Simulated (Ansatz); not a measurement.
# CTi: the cost of one run

Computed with Ansatz 0.2.0, Gaussian basis. Level: def2-QZVPP, core rule «outside noble gas», up to 10 orbitals frozen.

The runs, in order: UHF; ROHF; CCSD(T) on UHF.

## Step 1: What is computed

The geometry is a PBE0/def2-TZVP stationary point (not a proven minimum) of the parent state, kept for this charge and spin.

2 atoms, charge 0, spin multiplicity 3.

Atoms are counted from 1 here; the program's logs count them from 0.

Bond lengths: Ti1–C2 1.805 Å.

## Step 2: UHF

The input, in.yaml:

```yaml
crystal:
  periodic: [false, false, false]
  atoms:
    - {symbol: Ti, position_ang: [0.000000, 0.000000, 0.000000]}
    - {symbol: C, position_ang: [0.000000, 0.000000, 1.805200]}
basis:
  gaussian: {orbitals: "def2-QZVPP.json"}
magnetization: {spin_polarized: true, initial_magnetization: 2}
hamiltonian: {xc: hf}
output: {orbitals: {seedname: orbitals}}
```

Run with:

```sh
> ansatz run in.yaml --threads 1 --pin off --events-out ev --progress --plain --max-ram 3968MiB --backend cpu
```

Q: Estimate wall time and peak memory on 1 thread of AMD EPYC 7R13, shared host.

About 54 s, with a peak of 0.37 GiB.
